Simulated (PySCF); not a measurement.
# CoBr2: ligand-field states

Wanted: ligand-field states for CoBr2.

Programs: PySCF 2.14.0, with routines of our own; each step states its level. All values are computed. Atoms count from 0.

### 1 The system as given

3 atoms, charge 0, states of the metal's open shell are computed; geometry from: model geometry, bond lengths from ionic radii.

### 2 Ligand-field states: state-averaged CASSCF

What the job is given:

```
{"job": {"kind": "lf", "basis": {"metal": "x2c-TZVPall", "ligand": "x2c-SVPall"}, "nevpt": true}, "charge": 0, "metal": "Co", "open_shell": "d7"}
Co     0.000000     0.000000     0.000000
Br     0.000000     0.000000     2.365000
Br     0.000000     0.000000    -2.365000
```

Level: state-averaged CASSCF of the metal d shell, SC-NEVPT2 on the averaged canonical orbitals, state-interaction spin-orbit coupling.

Run with:

```console
OMP_NUM_THREADS=1 python lf_run.py task.json out
```

This one command runs all jobs of the session in turn.

The program printed:

```text
basis functions 112, electrons 97, active (7e, 5o)
stage 1: DIIS on the effective Fock matrix, level shift 0.30
cycle   1  E = -6593.6444105962  dE = -6.594e+03  max|g| = 3.168e+00
cycle   2  E = -6597.1049064398  dE = -3.460e+00  max|g| = 2.114e+00
cycle   3  E = -6596.3613911975  dE =  7.435e-01  max|g| = 3.013e+00
cycle   4  E = -6599.6541676150  dE = -3.293e+00  max|g| = 2.053e-01
cycle   5  E = -6599.8515878364  dE = -1.974e-01  max|g| = 2.541e-01
cycle   6  E = -6599.8758205279  dE = -2.423e-02  max|g| = 1.050e-01
cycle   7  E = -6599.8842915713  dE = -8.471e-03  max|g| = 9.264e-02
cycle   8  E = -6599.8653667788  dE =  1.892e-02  max|g| = 1.088e-01
cycle   9  E = -6599.8334570511  dE =  3.191e-02  max|g| = 1.572e-01
cycle  10  E = -6599.6872580074  dE =  1.462e-01  max|g| = 2.783e-01
cycle  11  E = -6599.2987962341  dE =  3.885e-01  max|g| = 5.148e-01
cycle  12  E = -6598.2677921208  dE =  1.031e+00  max|g| = 1.185e+00
cycle  13  E = -6597.8097615200  dE =  4.580e-01  max|g| = 1.509e+00
cycle  14  E = -6597.6220137120  dE =  1.877e-01  max|g| = 1.622e+00
cycle  15  E = -6597.5869064719  dE =  3.511e-02  max|g| = 1.644e+00
stage 2: quasi-Newton rotations from the point of smallest gradient
cycle  17  E = -6599.8923169105  dE = -8.025e-03  max|g| = 1.013e-01
cycle  18  E = -6599.8959700026  dE = -3.653e-03  max|g| = 1.331e-02
cycle  19  E = -6599.8961749572  dE = -2.050e-04  max|g| = 4.444e-03
cycle  20  E = -6599.8962171380  dE = -4.218e-05  max|g| = 1.034e-03
cycle  21  E = -6599.8962187021  dE = -1.564e-06  max|g| = 4.292e-04
cycle  22  E = -6599.8962188267  dE = -1.245e-07  max|g| = 6.266e-05
cycle  23  E = -6599.8962188325  dE = -5.830e-09  max|g| = 1.882e-05
cycle  24  E = -6599.8962188330  dE = -4.602e-10  max|g| = 3.763e-06
converged average energy = -6599.8962188330

 mult deg   label        CASSCF/cm-1   NEVPT2/cm-1
   4   2   4Phig               0.0           0.0
   4   2   4Deltag           911.7         833.1
   4   2   4Pig             1423.3        1653.0
   4   1   4Sigmag-         1462.6        1678.0
   4   1   4Sigmag-        16846.9       13408.3
   2   2   2Pig            18385.8       16918.4
   2   1   2Sigmag+        18466.9       16942.9
   2   2   2Deltag         18371.6       17070.8
   2   2   2Phig           18675.5       17569.3
   4   2   4Pig            20095.9       17830.8
   2   2   2Gammag         19764.5       18714.1
   2   2   2Pig            23945.9       19725.7
   2   1   2Sigmag-        22588.9       20088.8
   2   2   2Pig            22877.8       20341.9
   2   2   2Deltag         23804.4       21684.3
   2   1   2Sigmag-        25739.9       21945.2
   2   2   2Deltag         25674.0       22231.2
   2   2   2Phig           24957.3       23412.2
   2   2   2Pig            27961.7       25196.4
   2   2   2Gammag         26341.1       25423.5
   2   1   2Sigmag+        28364.8       25781.5
   2   2   2Hg             27727.7       27177.4
   2   1   2Sigmag-        42245.6       37228.8
   2   2   2Pig            42406.9       37318.9
   2   2   2Deltag         42901.8       37827.9
   2   2   2Phig           43866.7       39307.8
   2   1   2Sigmag+        64746.6       55081.9
   2   2   2Pig            65622.2       56805.0
   2   2   2Deltag         69662.2       62164.7

spin-orbit levels / cm-1
      0.00  x2  4Phig 1.00
    381.13  x2  4Phig 0.82 4Deltag 0.18
    787.05  x2  4Phig 0.62 4Deltag 0.34 4Pig 0.04
   1223.63  x2  4Deltag 0.46 4Phig 0.36 4Pig 0.15
   1292.74  x2  4Deltag 0.82 4Phig 0.18
   1522.25  x2  4Deltag 0.45 4Phig 0.36 4Pig 0.19
   1615.36  x2  4Pig 0.43 4Sigmag- 0.32 4Deltag 0.25
   1735.83  x2  4Phig 0.55 4Pig 0.25 4Sigmag- 0.11
   2129.22  x2  4Deltag 0.54 4Sigmag- 0.26 4Pig 0.20
   2260.82  x2  4Sigmag- 0.46 4Deltag 0.35 4Pig 0.10
   2453.14  x2  4Pig 0.77 4Deltag 0.21
   2777.75  x2  4Pig 0.83 4Deltag 0.17
   3044.45  x2  4Pig 0.50 4Sigmag- 0.40 4Deltag 0.09
   3350.97  x2  4Pig 0.55 4Sigmag- 0.41 4Deltag 0.04
  14137.28  x2  4Sigmag- 0.98
  14176.56  x2  4Sigmag- 0.99
  17383.28  x2  2Pig 0.84 2Deltag 0.13
  17417.03  x2  2Sigmag+ 0.59 2Pig 0.36
  17519.27  x2  2Deltag 0.96
  17984.40  x2  2Phig 0.99
  18137.84  x2  2Pig 0.61 2Sigmag+ 0.38
  18285.99  x2  2Deltag 0.82 2Pig 0.13 4Pig 0.04
  18358.17  x2  4Pig 0.99
  18423.52  x2  4Pig 0.91 2Pig 0.04 2Deltag 0.04
  18508.74  x2  4Pig 0.89 2Pig 0.06
  18798.06  x2  2Phig 0.96 2Deltag 0.03
  18831.69  x2  4Pig 0.97
  19126.66  x2  2Gammag 0.99
  19932.88  x2  2Gammag 0.99
  20517.16  x2  2Pig 0.86 4Pig 0.07 2Sigmag- 0.04
```

Wall time 7.1 s (1 thread of Arm Neoverse V2, shared host); peak memory 0.27 GiB.

In short:

```csv
quantity,value
spin-orbit constant ζ,506 cm⁻¹
```

Powder susceptibility:

| T (K) | χT (cm³ K/mol) | μ(eff) |
| --- | --- | --- |
| 2 | 4.512 | 6.01 |
| 5 | 4.524 | 6.01 |
| 10 | 4.543 | 6.03 |
| 20 | 4.582 | 6.05 |
| 30 | 4.621 | 6.08 |
| 50 | 4.698 | 6.13 |
| 75 | 4.794 | 6.19 |
| 100 | 4.882 | 6.25 |
| 150 | 5.018 | 6.33 |
| 200 | 5.102 | 6.39 |
| 250 | 5.146 | 6.42 |
| 300 | 5.164 | 6.43 |

### 3 Ligand-field states: state-averaged CASSCF (bond angle at 170°)

What the job is given:

```
{"job": {"kind": "lf", "basis": {"metal": "x2c-TZVPall", "ligand": "x2c-SVPall"}, "nevpt": true, "reuse": true}, "charge": 0, "metal": "Co", "open_shell": "d7"}
Co     0.000000     0.000000     0.000000
Br     0.206123     0.000000     2.356000
Br     0.206123     0.000000    -2.356000
```

Level: state-averaged CASSCF of the metal d shell, SC-NEVPT2 on the averaged canonical orbitals, state-interaction spin-orbit coupling.

The program printed:

```text
basis functions 112, electrons 97, active (7e, 5o)
start from the orbitals of the previous structure
stage 1: DIIS on the effective Fock matrix, level shift 0.30
cycle   1  E = -6599.3900023038  dE = -6.599e+03  max|g| = 1.663e+00
cycle   2  E = -6599.7601807663  dE = -3.702e-01  max|g| = 2.962e-01
cycle   3  E = -6599.8413787814  dE = -8.120e-02  max|g| = 1.409e-01
cycle   4  E = -6599.8640365116  dE = -2.266e-02  max|g| = 1.012e-01
cycle   5  E = -6599.8458533405  dE =  1.818e-02  max|g| = 1.379e-01
cycle   6  E = -6599.7002204118  dE =  1.456e-01  max|g| = 2.557e-01
cycle   7  E = -6599.4011180103  dE =  2.991e-01  max|g| = 4.114e-01
cycle   8  E = -6599.0807350865  dE =  3.204e-01  max|g| = 6.726e-01
cycle   9  E = -6598.8269684547  dE =  2.538e-01  max|g| = 8.663e-01
cycle  10  E = -6598.5838282465  dE =  2.431e-01  max|g| = 1.006e+00
cycle  11  E = -6598.2398442593  dE =  3.440e-01  max|g| = 1.172e+00
cycle  12  E = -6597.8567668121  dE =  3.831e-01  max|g| = 1.338e+00
cycle  13  E = -6597.3351552565  dE =  5.216e-01  max|g| = 1.657e+00
cycle  14  E = -6597.1568399584  dE =  1.783e-01  max|g| = 1.794e+00
cycle  15  E = -6597.2324384483  dE = -7.560e-02  max|g| = 1.736e+00
stage 2: quasi-Newton rotations from the point of smallest gradient
cycle  17  E = -6599.8939851273  dE = -2.995e-02  max|g| = 2.704e-02
cycle  18  E = -6599.8947099892  dE = -7.249e-04  max|g| = 4.784e-02
cycle  19  E = -6599.8955945203  dE = -8.845e-04  max|g| = 4.961e-03
cycle  20  E = -6599.8956240549  dE = -2.953e-05  max|g| = 1.600e-03
cycle  21  E = -6599.8956281831  dE = -4.128e-06  max|g| = 4.280e-04
cycle  22  E = -6599.8956286566  dE = -4.735e-07  max|g| = 1.702e-04
cycle  23  E = -6599.8956286935  dE = -3.688e-08  max|g| = 4.506e-05
cycle  24  E = -6599.8956286992  dE = -5.742e-09  max|g| = 1.394e-05
cycle  25  E = -6599.8956286996  dE = -3.856e-10  max|g| = 4.718e-06
converged average energy = -6599.8956286996

 mult deg   label        CASSCF/cm-1   NEVPT2/cm-1
   4   1   4B1                 0.0           0.0
   4   1   4A2                 0.0           0.0
   4   1   4A1               879.9         785.9
   4   1   4B2               879.9         786.2
   4   1   4A2              1410.4        1637.2
   4   1   4B1              1419.8        1652.4
   4   1   4B2              1466.1        1684.1
   4   1   4B2             16840.1       13400.7
   2   1   2B1             18371.3       16898.5
   2   1   2A2             18371.0       16898.7
   2   1   2A1             18443.2       16909.9
   2   1   2A1             18375.4       17080.4
   2   1   2B2             18375.6       17081.5
   2   1   2B1             18678.0       17570.6
   2   1   2A2             18678.0       17570.6
   4   1   4A2             20052.9       17763.7
   4   1   4B1             20108.6       17854.1
   2   1   2B2             19732.8       18669.0
   2   1   2A1             19732.8       18669.0
   2   1   2A2             23912.1       19648.9
   2   1   2B1             23931.4       19700.4
   2   1   2B2             22582.8       20076.0
   2   1   2B1             22885.0       20352.3
   2   1   2A2             22865.7       20353.7
   2   1   2B2             23784.7       21653.3
   2   1   2A1             23784.9       21654.3
   2   1   2B2             25722.3       21961.3
   2   1   2B2             25650.4       22160.9
   2   1   2A1             25658.3       22212.7
   2   1   2B1             24945.0       23397.9
   2   1   2A2             24945.0       23398.0
   2   1   2B1             27941.9       25167.4
   2   1   2A2             27951.3       25190.3
   2   1   2B2             26335.8       25424.2
   2   1   2A1             26335.8       25424.2
   2   1   2A1             28348.1       25765.4
   2   1   2B1             27702.9       27143.5
   2   1   2A2             27702.9       27143.5
   2   1   2B2             42241.3       37223.9
   2   1   2A2             42378.1       37277.4
   2   1   2B1             42410.5       37328.0
   2   1   2A1             42877.1       37789.6
   2   1   2B2             42877.6       37792.4
   2   1   2B1             43849.5       39283.6
   2   1   2A2             43849.5       39283.6
   2   1   2A1             64719.1       55045.0
   2   1   2B1             65597.9       56756.3
   2   1   2A2             65620.7       56799.2
   2   1   2A1             69635.9       62122.4
   2   1   2B2             69635.7       62122.6

spin-orbit levels / cm-1
      0.00  x2  4A2 0.50 4B1 0.50
    371.20  x2  4A2 0.40 4B1 0.40 4A1 0.10
    768.55  x2  4B1 0.30 4A2 0.30 4A1 0.18
   1198.43  x2  4A1 0.25 4B2 0.24 4B1 0.17
   1254.08  x2  4B2 0.40 4A1 0.40 4A2 0.10
   1498.38  x2  4B2 0.22 4A1 0.22 4B1 0.19
   1601.12  x2  4B2 0.29 4A2 0.22 4B1 0.20
   1729.13  x2  4B1 0.28 4A2 0.28 4B1 0.13
   2103.62  x2  4B2 0.28 4B2 0.26 4A1 0.26
   2245.37  x2  4B2 0.46 4A1 0.17 4B2 0.17
   2435.60  x2  4A2 0.40 4B1 0.39 4B2 0.10
   2763.04  x2  4B1 0.43 4A2 0.41 4A1 0.08
   3037.10  x2  4B2 0.41 4B1 0.25 4A2 0.24
   3345.93  x2  4B2 0.42 4B1 0.27 4A2 0.27
  14128.15  x2  4B2 0.98
  14167.78  x2  4B2 0.99
  17367.28  x2  2A2 0.53 2B1 0.29 2B2 0.06
  17388.12  x2  2A1 0.55 2B1 0.31 2A2 0.07
  17530.08  x2  2B2 0.48 2A1 0.48
  17985.47  x2  2B1 0.49 2A2 0.49
  18112.27  x2  2A1 0.38 2A2 0.32 2B1 0.29
  18288.12  x2  2B2 0.40 2A1 0.40 2B1 0.07
  18330.91  x2  4A2 0.60 4B1 0.39
  18386.41  x2  4A2 0.71 4B1 0.16 2B1 0.04
  18500.75  x2  4B1 0.75 4A2 0.15 2A2 0.05
  18796.98  x2  2A2 0.48 2B1 0.48
  18813.65  x2  4B1 0.57 4A2 0.40
  19079.40  x2  2A1 0.50 2B2 0.50
  19888.10  x2  2B2 0.50 2A1 0.50
  20463.68  x2  2A2 0.73 2B1 0.13 4B1 0.06
```

It took 5.3 s on 1 thread of Arm Neoverse V2, shared host; peak memory 0.27 GiB.

Warnings kept with the result: spin Hamiltonian not valid, low-lying orbital states.

From this job:

```
             quantity     value
spin-orbit constant ζ  506 cm⁻¹
```

Powder susceptibility:

```csv
T (K),χT (cm³ K/mol),μ(eff)
2,4.509,6.00
20,4.581,6.05
100,4.889,6.25
300,5.171,6.43
```

### 4 Ligand-field states: state-averaged CASSCF (bond angle at 160°)

What the job is given:

```
{"job": {"kind": "lf", "basis": {"metal": "x2c-TZVPall", "ligand": "x2c-SVPall"}, "nevpt": true, "reuse": true}, "charge": 0, "metal": "Co", "open_shell": "d7"}
Co     0.000000     0.000000     0.000000
Br     0.410678     0.000000     2.329070
Br     0.410678     0.000000    -2.329070
```

Level: state-averaged CASSCF of the metal d shell, SC-NEVPT2 on the averaged canonical orbitals, state-interaction spin-orbit coupling.

The program printed:

```text
basis functions 112, electrons 97, active (7e, 5o)
start from the orbitals of the previous structure
stage 1: DIIS on the effective Fock matrix, level shift 0.30
cycle   1  E = -6599.4217399012  dE = -6.599e+03  max|g| = 1.554e+00
cycle   2  E = -6599.7059460705  dE = -2.842e-01  max|g| = 3.060e-01
cycle   3  E = -6599.8378343042  dE = -1.319e-01  max|g| = 3.076e-01
cycle   4  E = -6599.7944505003  dE =  4.338e-02  max|g| = 1.677e-01
cycle   5  E = -6599.8654756740  dE = -7.103e-02  max|g| = 7.710e-02
cycle   6  E = -6599.8576864830  dE =  7.789e-03  max|g| = 1.219e-01
cycle   7  E = -6599.7505720877  dE =  1.071e-01  max|g| = 2.038e-01
cycle   8  E = -6599.5874774395  dE =  1.631e-01  max|g| = 3.056e-01
cycle   9  E = -6599.3495388571  dE =  2.379e-01  max|g| = 4.663e-01
cycle  10  E = -6599.3224164989  dE =  2.712e-02  max|g| = 4.840e-01
cycle  11  E = -6599.3078512924  dE =  1.457e-02  max|g| = 4.948e-01
cycle  12  E = -6599.1802966502  dE =  1.276e-01  max|g| = 6.032e-01
cycle  13  E = -6598.8934579592  dE =  2.868e-01  max|g| = 8.204e-01
cycle  14  E = -6598.4924999691  dE =  4.010e-01  max|g| = 1.065e+00
cycle  15  E = -6598.2075097245  dE =  2.850e-01  max|g| = 1.237e+00
stage 2: quasi-Newton rotations from the point of smallest gradient
cycle  17  E = -6599.8919499579  dE = -2.647e-02  max|g| = 6.729e-02
cycle  18  E = -6599.8930989791  dE = -1.149e-03  max|g| = 3.291e-02
cycle  19  E = -6599.8938050748  dE = -7.061e-04  max|g| = 2.872e-03
cycle  20  E = -6599.8938217688  dE = -1.669e-05  max|g| = 1.261e-03
cycle  21  E = -6599.8938249222  dE = -3.153e-06  max|g| = 3.198e-04
cycle  22  E = -6599.8938251637  dE = -2.415e-07  max|g| = 1.098e-04
cycle  23  E = -6599.8938251888  dE = -2.511e-08  max|g| = 3.323e-05
cycle  24  E = -6599.8938251920  dE = -3.170e-09  max|g| = 1.354e-05
cycle  25  E = -6599.8938251923  dE = -3.029e-10  max|g| = 3.455e-06
converged average energy = -6599.8938251923

 mult deg   label        CASSCF/cm-1   NEVPT2/cm-1
   4   1   4A2                 0.0           0.0
   4   1   4B1                 0.1           0.3
   4   1   4B2               790.4         658.6
   4   1   4A1               791.3         659.1
   4   1   4A2              1381.0        1610.6
   4   1   4B1              1417.7        1669.7
   4   1   4B2              1480.6        1712.5
   4   1   4B2             16825.0       13389.5
   2   1   2A2             18323.4       16835.7
   2   1   2B1             18327.7       16842.4
   2   1   2A1             18363.3       16870.5
   2   1   2A1             18396.8       17052.2
   2   1   2B2             18387.5       17114.5
   4   1   4A2             19931.2       17583.2
   2   1   2A2             18692.5       17587.5
   2   1   2B1             18692.7       17587.9
   4   1   4B1             20148.2       17936.6
   2   1   2B2             19643.4       18543.5
   2   1   2A1             19643.4       18543.6
   2   1   2A2             23828.0       19489.4
   2   1   2B1             23888.2       19640.6
   2   1   2B2             22564.8       20041.5
   2   1   2A2             22822.9       20356.4
   2   1   2B1             22910.7       20397.9
   2   1   2B2             23732.8       21571.1
   2   1   2A1             23735.5       21585.5
   2   1   2B2             25546.9       21923.0
   2   1   2B2             25719.1       22084.8
   2   1   2A1             25619.8       22184.9
   2   1   2B1             24918.1       23365.5
   2   1   2A2             24917.5       23366.4
   2   1   2B1             27888.4       25093.8
   2   1   2A2             27925.3       25183.3
   2   1   2B2             26326.4       25432.3
   2   1   2A1             26326.3       25432.7
   2   1   2A1             28303.5       25727.3
   2   1   2B1             27632.9       27053.0
   2   1   2A2             27632.9       27053.0
   2   1   2A2             42298.1       37168.2
   2   1   2B2             42228.3       37207.8
   2   1   2B1             42424.5       37366.3
   2   1   2A1             42808.1       37689.7
   2   1   2B2             42816.2       37711.8
   2   1   2B1             43803.5       39224.3
   2   1   2A2             43803.5       39224.3
   2   1   2A1             64643.7       54950.8
   2   1   2B1             65530.9       56628.7
   2   1   2A2             65622.4       56801.5
   2   1   2B2             69560.4       62030.2
   2   1   2A1             69563.4       62033.5

spin-orbit levels / cm-1
      0.00  x2  4A2 0.50 4B1 0.50
    338.72  x2  4A2 0.37 4B1 0.37 4B2 0.13
    711.79  x2  4B1 0.26 4A2 0.26 4B2 0.22
   1118.61  x2  4A1 0.31 4B2 0.30 4B1 0.13
   1160.94  x2  4B2 0.35 4A1 0.34 4A2 0.14
   1432.39  x2  4B1 0.21 4A2 0.21 4B2 0.21
   1569.61  x2  4B2 0.21 4A2 0.21 4A1 0.20
   1713.42  x2  4B1 0.31 4A2 0.31 4B1 0.13
   2049.07  x2  4B2 0.33 4B2 0.22 4A1 0.22
   2212.05  x2  4B2 0.45 4A1 0.15 4B2 0.14
   2401.11  x2  4A2 0.43 4B1 0.38 4B2 0.09
   2742.51  x2  4B1 0.47 4A2 0.40 4A1 0.06
   3031.69  x2  4B2 0.45 4B1 0.26 4A2 0.22
   3346.47  x2  4B2 0.43 4B1 0.28 4A2 0.26
  14111.74  x2  4B2 0.98
  14152.09  x2  4B2 0.99
  17310.44  x2  2B1 0.52 2A2 0.27 2A1 0.11
  17342.46  x2  2A1 0.45 2A2 0.36 2B1 0.05
  17525.59  x2  2A1 0.45 2B2 0.41 2B1 0.05
  17998.28  x2  2B1 0.48 2A2 0.47
  18073.43  x2  2A1 0.32 2B1 0.30 2A2 0.24
  18204.18  x2  4A2 0.82 4B1 0.06 2B2 0.03
  18235.28  x2  4A2 0.75 4B1 0.17
  18281.28  x2  2B2 0.40 2A1 0.30 4A2 0.12
  18547.31  x2  4B1 0.88 2A2 0.08
  18801.95  x2  2B1 0.47 2A2 0.47
  18815.09  x2  4B1 0.76 4A2 0.19
  18947.75  x2  2B2 0.50 2A1 0.50
  19761.66  x2  2A1 0.50 2B2 0.50
  20325.89  x2  2A2 0.83 4B1 0.08
```

Wall time 5.2 s (1 thread of Arm Neoverse V2, shared host); peak memory 0.27 GiB.

Warnings kept with the result: spin Hamiltonian not valid, low-lying orbital states.

From this job:

| quantity | value |
| --- | --- |
| spin-orbit constant ζ | 506 cm⁻¹ |

Powder susceptibility:

| T (K) | χT (cm³ K/mol) | μ(eff) |
| --- | --- | --- |
| 2 | 4.492 | 5.99 |
| 20 | 4.572 | 6.05 |
| 100 | 4.909 | 6.26 |
| 300 | 5.184 | 6.44 |

[end of part 1 of 2]
